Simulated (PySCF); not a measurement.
# A diatomic session: TlP

What are the lowest state that PBE0 finds, the bond length, vibrational wavenumber and bond energy of TlP, and how much do these hang on the method?

The runs use PySCF 2.14.0; Tl def2-SVP with ECP60, P def2-SVP, scalar-relativistic core potentials.

## 1. Input

Settings of the job:

```json
{
 "atoms": "Tl, P",
 "charge": "0",
 "basis": "Tl def2-SVP with ECP60, P def2-SVP",
 "Hamiltonian": "scalar-relativistic core potentials",
 "basis functions": "44",
 "electrons treated": "36",
 "masses in u": "204.9744, 30.9738",
 "levels": "PBE0, PBE, r²SCAN, BP86, TPSS, TPSSh, HSE06, HF, MP2, SCS-MP2, CCSD, CCSD(T)",
 "grid": "80 radial by 434 angular points",
 "occupations": "held fixed by the projection of orbital angular momentum",
 "dissociation limit": "Tl + P, each in its ground configuration",
 "starting distance in angstrom": "2.495",
 "values of 2S to try": "0, 2, 4"
}
```

The run is started by

```sh
OMP_NUM_THREADS=1 python dia.py task.json out
```

Further steps of the session: The PBE0 curve of the state that the search chose; Higher solutions at PBE0; PBE; r²SCAN; BP86 (GGA); TPSS (meta-GGA); TPSSh (hybrid meta-GGA); HSE06 (range-separated hybrid); UHF (mean field); Correlated methods on the Hartree–Fock reference.

Before running it: what results should come out? Wanted: for each run, Re; ωe; De; μ.

**Answer**, as computed:

Lowest PBE0 solution found, without spin–orbit coupling: ³Σ⁻ (triplet), unpaired electrons π ↑↑. State 2 has its PBE0 minimum 0.34 eV higher, as a spin-mixed determinant (⟨S²⟩ = 1.01), so this is no gap between pure states. State 3 has its PBE0 minimum 0.35 eV higher. State 4 has its PBE0 minimum 0.59 eV higher, as a spin-mixed determinant (⟨S²⟩ = 1.02), so this is no gap between pure states. The other levels ran on the lowest alone.

```
      level  Re (Å)  ωe (cm⁻¹)  De (eV)  μ (D)
        UHF   2.772      223.2     0.57  -3.08
    UHF-MP2   2.735      238.6     1.16    n/a
UHF-SCS-MP2   2.752      234.9     1.15    n/a
   UHF-CCSD   2.757      227.0     1.14    n/a
UHF-CCSD(T)   2.761      225.7     1.22    n/a
        PBE   2.763      227.0     1.97  -2.41
       BP86   2.763      227.2     1.98  -2.38
       TPSS   2.771      226.8     1.95  -2.76
     r²SCAN   2.744      232.5     1.79  -2.66
      TPSSh   2.760      230.1     1.88  -2.83
       PBE0   2.736      235.7     1.81  -2.66
      HSE06   2.740      234.7     1.82  -2.61
```

De is counted to Tl + P in their ground configurations. A positive dipole means Tl(−)P(+).

Differences from CCSD(T) in the same basis:

```
      level  Re (mÅ)  ωe (%)
        UHF      +11    -1.1
    UHF-MP2      -26    +5.7
UHF-SCS-MP2       -9    +4.1
   UHF-CCSD       -4    +0.6
        PBE       +2    +0.6
       BP86       +1    +0.7
       TPSS       +9    +0.5
     r²SCAN      -18    +3.0
      TPSSh       -2    +2.0
       PBE0      -25    +4.5
      HSE06      -21    +4.0
```

What this shows: Against CCSD(T) in the same basis, the bond length is nearest at BP86 (+1 mÅ) and farthest at UHF-MP2 (-26 mÅ); the wavenumber is nearest at TPSS (+0.5 %) and farthest at UHF-MP2 (+5.7 %). CCSD(T) in a basis this small is itself some way from its limit, more so than the functionals. Of the levels with a De here, UHF gives the least (0.57 eV) and BP86 the most (1.98 eV).

Correlated steps freeze 9 core orbitals. Spin–orbit coupling is left out, which matters for elements this heavy, above all for dissociation energies. With spin–orbit coupling the term label itself may not hold.
